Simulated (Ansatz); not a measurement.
The system is In3As.

```
In As
1.0
     4.67168    0.00000    0.00000
     0.00000    4.67168    0.00000
     0.00000    0.00000    4.67168
In As
3 1
Direct
  0.50000 0.50000 0.00000
  0.50000 0.00000 0.50000
  0.00000 0.50000 0.50000
  0.00000 0.00000 0.00000
```

The cell comes from a database or a generator and needn't be the stable form of this composition.

Base run:

- Program: Ansatz 0.2.0
- Functional: PBEsol
- Potentials or basis: all-electron LAPW, scalar-relativistic
- Cutoff: 158 eV
- Density cutoff: 633 eV
- Basis error allowed: 0.002 eV/atom
- k mesh: 6 × 6 × 6
- Occupations: fermi-dirac, width 0.05 eV
- Spin: no spin polarisation

Its results: pressure -2.4 GPa.

**Question.** The run is repeated on the same cell with these changes: k mesh from 6 × 6 × 6 to 4 × 4 × 4. What comes out?

**Answer.** Pressure -3.0 GPa.

Caveats: the k mesh is thin for a metal, which can move the energy by tens of meV per atom (some runs).

Not every run made on this cell is shown here.
